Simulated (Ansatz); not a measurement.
# TiO2: the cost of one run

Computed with Ansatz 0.2.0 (DFT PBE+D3(BJ), scalar-relativistic, plane waves, PAW, unless a step's input says otherwise).

2 further runs of the same task are left out: 2 set aside as unsound or not needed.

## (1) The system as given

The structure is tetragonal, space group I4_1/amd (No. 141). The conventional cell has a = 3.787 Å, b = 3.787 Å, c = 9.571 Å, α = 90.00°, β = 90.00°, γ = 90.00°. Ti (site symmetry -4m2) is surrounded by 6 O at 1.94 to 1.99 Å. O (site symmetry 2mm) has 3 Ti at 1.94 to 1.99 Å in its first shell of neighbours.

As a file:

```cif
data_structure
_symmetry_space_group_name_H-M 'P 1'
_symmetry_Int_Tables_number 1
_cell_length_a 5.4840
_cell_length_b 5.4840
_cell_length_c 5.4840
_cell_angle_alpha 139.598
_cell_angle_beta 139.598
_cell_angle_gamma 58.464
_cell_volume 68.65
loop_
_atom_site_label
_atom_site_type_symbol
_atom_site_fract_x
_atom_site_fract_y
_atom_site_fract_z
_atom_site_occupancy
Ti1 Ti 0.00000 0.00000 0.00000 1
Ti2 Ti 0.75000 0.25000 0.50000 1
O1 O 0.20811 0.20811 0.00000 1
O2 O 0.95811 0.45811 0.50000 1
O3 O 0.54189 0.04189 0.50000 1
O4 O 0.79189 0.79189 0.00000 1
```

This cell was relaxed beforehand with the same method: volume 11.44 Å³/atom, gap on the mesh 2.12 eV.

## (2) Cutting the slab

Miller indices refer to the conventional cell of the relaxed bulk, I4_1/amd (No. 141): a = 3.787 Å, b = 3.787 Å, c = 9.571 Å, α = 90.00°, β = 90.00°, γ = 90.00°.

A (110) slab, 5.4 Å thick as cut, with 17 Å of vacuum; its outer planes are TiO2 (top) and TiO2 (bottom).

The slab as cut. Its planes from the bottom up:

```
plane  atoms per cell  height over the lowest (Å)
    1            TiO2                        0.00
    2            TiO2                        1.34
    3            TiO2                        2.68
    4            TiO2                        4.02
    5            TiO2                        5.36
```

## (3) The clean surface, relaxed

input.yaml reads:

```yaml
crystal:
  lattice:
    - [5.3561515059, 0.0, 0.0]
    - [-2.6780757529, 4.7856040528, 0.0]
    - [0.0, 0.0, 22.3561515059]
  atoms:
    - { symbol: Ti, position: [0.5, 0.0, 0.3802085523] }
    - { symbol: O, position: [0.2918946539, 0.5837893079, 0.3802085523] }
    - { symbol: O, position: [0.7081053461, 0.4162106921, 0.3802085523] }
    - { symbol: Ti, position: [0.0, 0.5, 0.4401042762] }
    - { symbol: O, position: [0.7918946539, 0.0837893079, 0.4401042762] }
    - { symbol: O, position: [0.2081053461, 0.9162106921, 0.4401042762] }
    - { symbol: Ti, position: [0.0, 0.0, 0.5] }
    - { symbol: O, position: [0.7918946539, 0.5837893079, 0.5] }
    - { symbol: O, position: [0.2081053461, 0.4162106921, 0.5] }
    - { symbol: Ti, position: [0.5, 0.5, 0.5598957238] }
    - { symbol: O, position: [0.2918946539, 0.0837893079, 0.5598957238] }
    - { symbol: O, position: [0.7081053461, 0.9162106921, 0.5598957238] }
    - { symbol: Ti, position: [0.5, 0.0, 0.6197914477] }
    - { symbol: O, position: [0.2918946539, 0.5837893079, 0.6197914477] }
    - { symbol: O, position: [0.7081053461, 0.4162106921, 0.6197914477] }
basis:
  ecutwfc: 420
kpoints:
  mp_grid: { grid: [6, 6, 1] }
hamiltonian:
  xc: pbe
  dispersion: d3bj
scf:
  occupations: { method: gaussian, width: 0.05 }
output:
  forces: true
  eigenvalues: true
  write_density: true
  write_potential: true
  elf: true
  volumetric_format: npy
relax:
  adjacent_minimum: "off"
  f_tol: 0.03
  max_steps: 70
  constraints: [{ sites: [0, 1, 2, 3, 4, 5] }]
efield:
  axis: 3
  dipole_correction: true
  ramp_width: 0.04
```

Started as:

```bash
ansatz run input.yaml --threads 4 --pin off --max-ram 10240MiB --backend cpu --events-out ev --progress --plain --runs-dir out
```

Q: Estimate wall time and peak memory on 4 threads of Arm Neoverse V2, shared host.

About 2.8 min, with a peak of 1.6 GiB.
